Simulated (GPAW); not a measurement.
# BiS (R-3m) in GPAW: notebook, part 2 of 2

GPAW 26.7.0.

### Step 5. Relaxation of cell and atoms, PBE, target pressure 2 GPa, at which the enthalpy is minimised

Input file run.py:

```python
from ase.filters import FrechetCellFilter
from ase.io import read, write
from ase.optimize import BFGS
from ase.units import GPa
from gpaw import GPAW, PW

atoms = read('POSCAR')

calc = GPAW(mode=PW(600),
            xc='PBE',
            kpts={'size': (8, 8, 8), 'gamma': True},
            occupations={'name': 'fermi-dirac', 'width': 0.05},
            nbands=20,
            convergence={'density': 1e-05, 'forces': 0.0001},
            maxiter=150,
            txt='gpaw.txt')
atoms.calc = calc
opt = BFGS(FrechetCellFilter(atoms, scalar_pressure=2 * GPa), trajectory='relax.traj', logfile='-')
done = opt.run(fmax=0.02, steps=60)
calc.write('gs.gpw')
write('result.traj', atoms)
print('Converged:', done)
print('Cell:', atoms.cell.cellpar().round(4))
print('Volume:', round(atoms.get_volume(), 4))
print(atoms.get_scaled_positions().round(5))
```

Input file POSCAR:

```
BiS
1.0
    2.1092708692      1.2177881041      3.5004874800
   -2.1092708692      1.2177881041      3.5004874800
    0.0000000000     -2.4355762082      3.5004874800
Bi S
1 1
Direct
    0.0000000000      0.0000000000      0.0000000000
    0.5000000000      0.5000000000      0.5000000000
```

Potentials or basis: GPAW PAW data sets (gpaw-data 1.2.1), pw.

Launch:

```bash
OMP_NUM_THREADS=1 python run.py
```

gpaw.txt:

```text
__  _  _
 | _ |_)|_||  |
 |__||  | ||/\| - 26.7.0

Input parameters:
  mode=PW(ecut=600.0),
  convergence={'density': 1e-05, 'forces': 0.0001},
  kpts=MonkhorstPack(size=(8, 8, 8), gamma=True),
  maxiter=150,
  nbands=20,
  occupations=Occupations(name='fermi-dirac', width=0.05),
  xc=XC(name='PBE')

Diagonalizing LCAO Hamiltonian
Converting LCAO to pw mode

       S

       Bi

Atoms  # Å, Bohr magnetons
|   | symbol |        x |        y |        z |    initial magnetic moments |
|---|--------|----------|----------|----------|-----------------------------|
| 0 |     Bi | 0.000000 | 0.000000 | 0.000000 | ( 0.0000,  0.0000,  0.0000) |
| 1 |      S | 0.000000 | 0.000000 | 5.250731 | ( 0.0000,  0.0000,  0.0000) |
[... 217 lines left out ...]
Stress tensor  # eV/Ang^3
|        x |        y |        z |
|----------|----------|----------|
| 0.010072 | 0.000000 | 0.000000 |
| 0.000000 | 0.010072 | 0.000000 |
| 0.000000 | 0.000000 | 0.006735 |

Forces  # eV/Ang
|        x |        y |       z |
|----------|----------|---------|
|  0.00000 | -0.00000 | 0.00000 |  # Bi   0
| -0.00000 |  0.00000 | 0.00000 |  # S    1

Interpolating wave functions to new cell

       S

       Bi

Atoms  # Å, Bohr magnetons
|   | symbol |         x |         y |        z |    initial magnetic moments |
|---|--------|-----------|-----------|----------|-----------------------------|
| 0 |     Bi | -0.000000 | -0.000000 | 0.000000 | ( 0.0000,  0.0000,  0.0000) |
| 1 |      S | -0.000000 | -0.000000 | 5.231325 | ( 0.0000,  0.0000,  0.0000) |

Unit cell  # Å
| periodic |         x |         y |        z |  lengths |    angles |
|----------|-----------|-----------|----------|----------|-----------|
|      yes |  2.100124 |  1.212507 | 3.487550 | 4.247788 | 59.260948 |
|      yes | -2.100124 |  1.212507 | 3.487550 | 4.247788 | 59.260948 |
|      yes | -0.000000 | -2.425015 | 3.487550 | 4.247788 | 59.260948 |
[... 450 lines left out ...]
Stress tensor  # eV/Ang^3
|         x |         y |         z |
|-----------|-----------|-----------|
| -0.011906 |  0.000000 | -0.000000 |
|  0.000000 | -0.011906 | -0.000000 |
|  0.000000 | -0.000000 | -0.017946 |

Forces  # eV/Ang
|        x |       y |        z |
|----------|---------|----------|
| -0.00000 | 0.00000 |  0.00000 |  # Bi   0
|  0.00000 | 0.00000 | -0.00000 |  # S    1

Interpolating wave functions to new cell

       S
[... 701 lines left out ...]
No gap
No difference between direct/indirect transitions

Stress tensor  # eV/Ang^3
|        x |        y |         z |
|----------|----------|-----------|
| 0.001397 | 0.000000 |  0.000000 |
| 0.000000 | 0.001397 |  0.000000 |
| 0.000000 | 0.000000 | -0.010701 |

Forces  # eV/Ang
|        x |        y |        z |
|----------|----------|----------|
|  0.00000 | -0.00000 | -0.00000 |  # Bi   0
| -0.00000 |  0.00000 |  0.00000 |  # S    1
[... 230 lines left out ...]
Stress tensor  # eV/Ang^3
|        x |         y |         z |
|----------|-----------|-----------|
| 0.027484 |  0.000000 |  0.000000 |
| 0.000000 |  0.027484 | -0.000000 |
| 0.000000 | -0.000000 |  0.021469 |

Forces  # eV/Ang
|        x |       y |       z |
|----------|---------|---------|
|  0.00000 | 0.00000 | 0.00000 |  # Bi   0
| -0.00000 | 0.00000 | 0.00000 |  # S    1

Interpolating wave functions to new cell

       S
[... 708 lines left out ...]
Stress tensor  # eV/Ang^3
|         x |         y |         z |
|-----------|-----------|-----------|
|  0.011874 | -0.000000 | -0.000000 |
| -0.000000 |  0.011874 |  0.000000 |
| -0.000000 |  0.000000 |  0.028652 |

Forces  # eV/Ang
|       x |        y |       z |
|---------|----------|---------|
| 0.00000 | -0.00000 | 0.00000 |  # Bi   0
| 0.00000 |  0.00000 | 0.00000 |  # S    1

Interpolating wave functions to new cell

       S
[... 466 lines left out ...]
Stress tensor  # eV/Ang^3
|         x |         y |         z |
|-----------|-----------|-----------|
| -0.003366 | -0.000000 |  0.000000 |
|  0.000000 | -0.003366 | -0.000000 |
|  0.000000 | -0.000000 | -0.008309 |

Forces  # eV/Ang
|        x |       y |        z |
|----------|---------|----------|
|  0.00000 | 0.00000 | -0.00000 |  # Bi   0
| -0.00000 | 0.00000 | -0.00000 |  # S    1

Interpolating wave functions to new cell

       S
[... 471 lines left out ...]
Forces  # eV/Ang
|        x |        y |        z |
|----------|----------|----------|
|  0.00000 | -0.00000 | -0.00000 |  # Bi   0
| -0.00000 | -0.00000 | -0.00000 |  # S    1

# Writing to gs.gpw (mode='')
```

stdout:

```text
Step          Energy          fmax
BFGS:    0       -8.237300        0.608403
BFGS:    1       -8.250008        0.488644
BFGS:    2       -8.269526        0.138971
BFGS:    3       -8.269873        0.110808
BFGS:    4       -8.270757        0.099221
BFGS:    5       -8.276299        0.361644
BFGS:    6       -8.265794        1.101801
BFGS:    7       -8.286243        0.559013
BFGS:    8       -8.298212        0.668343
BFGS:    9       -8.346358        1.077220
BFGS:   10       -8.378217        0.516767
BFGS:   11       -8.400235        0.227566
BFGS:   12       -8.406225        0.024535
BFGS:   13       -8.406261        0.000633
Converged: True
Cell: [ 4.5258  4.5258  4.5258 49.1934 49.1934 49.1934]
Volume: 48.7883
[[0.  0.  1. ]
 [0.5 0.5 0.5]]
```

It took 8 min on 1 thread of Arm Neoverse V2, shared host; peak memory 0.37 GiB.

Results:

```
Free energy                                            : -9.0153 eV
Relaxed volume                                         : 24.39 Å³/atom
Relaxed cell                                           : a = 4.526 Å, b = 4.526 Å, c = 4.526 Å, α = 49.19°, β = 49.19°, γ = 49.19°
Space group after relaxing (to 0.05 Å)                 : R-3m (No. 166)
Energy change on relaxing (the enthalpy is what falls) : -54.3 meV/atom
Ionic steps                                            : 14
Pressure after relaxing                                : 2.0 GPa
Band gap on the k mesh                                 : none (metal or under the smearing width)
```

Step by step:
| step | energy change (eV) | largest force (eV/Å) | pressure (GPa) | volume (Å³) |
| --- | --- | --- | --- | --- |
| 1 | 0.0000 | 0.0000 | -1.44 | 53.95 |
| 2 | -0.0044 | 0.0000 | -0.74 | 53.28 |
| 3 | 0.0061 | 0.0000 | 2.23 | 50.87 |
| 4 | 0.0041 | 0.0000 | 2.04 | 51.01 |
| 5 | 0.0007 | 0.0000 | 1.75 | 51.21 |
| 6 | -0.0162 | 0.0000 | 0.42 | 52.11 |
| 7 | -0.0467 | 0.0000 | -4.08 | 55.13 |
| 8 | -0.0330 | 0.0000 | -0.51 | 52.63 |
| 9 | -0.0489 | 0.0000 | -1.02 | 52.85 |
| 10 | -0.0930 | 0.0000 | -2.80 | 52.37 |
| 11 | -0.1140 | 0.0000 | -0.95 | 51.46 |
| 12 | -0.1168 | 0.0000 | 0.80 | 49.92 |
| 13 | -0.1082 | 0.0000 | 2.08 | 48.76 |
| 14 | -0.1087 | 0.0000 | 2.00 | 48.79 |

Final structure:
```
CELL_PARAMETERS angstrom
1.88378 1.08760 3.96884
-1.88378 1.08760 3.96884
0.00000 -2.17521 3.96884
ATOMIC_POSITIONS crystal
Bi 0.00000 0.00000 0.00000
S 0.50000 0.50000 0.50000
```

Levels at points of the mesh, in eV from the Fermi level:
```
           k point  band 8  band 9  band 10  band 11  band 12  band 13
(0.00, 0.00, 0.00)   -5.02   -2.50    -2.50     3.30     3.30     3.49
(0.50, 0.00, 0.00)   -3.65   -2.77    -2.62    -2.10    -0.42     0.10
(0.50, 0.50, 0.00)   -6.85   -5.61    -3.91     2.36     2.72     3.35
(0.50, 0.50, 0.50)   -2.14   -2.14    -0.90    -0.02     1.41     1.41
```

Caveat: later steps reuse the first step's grids; spin-orbit coupling is left out, which moves the levels of the heavy elements.

### Step 6. Overview

| task | cell | optimizer | fmax | max steps | convergence | target pressure | gap on the mesh (eV) | pressure (GPa) |
| --- | --- | --- | --- | --- | --- | --- | --- | --- |
| single point | strain = 0.04 | - | - | - | - | - | none | -5.1 |
| single point | as given | - | - | - | - | - | none | -1.4 |
| relaxation of cell and atoms | relaxed | BFGS | 0.02 eV/Å | 60 | density=1e-05 forces=0.0001 | - | none | 0.0 |
| relaxation of cell and atoms | relaxed to 2 GPa | BFGS | 0.02 eV/Å | 60 | density=1e-05 forces=0.0001 | 2 GPa | none | 2.0 |

Alike in all rows: level PBE; potentials or basis GPAW PAW data sets (gpaw-data 1.2.1), pw; no spin polarisation; k mesh 8 × 8 × 8; cutoff (eV) 600; smearing fermi-dirac 0.05 eV.

Caveats: spin-orbit coupling is left out, which moves the levels of the heavy elements; the density grid can change from cell to cell, which puts small steps into energies and stress (some runs); later steps reuse the first step's grids (some runs).

Total energies depend on the potentials used, so only differences within one code and one set of settings carry meaning.
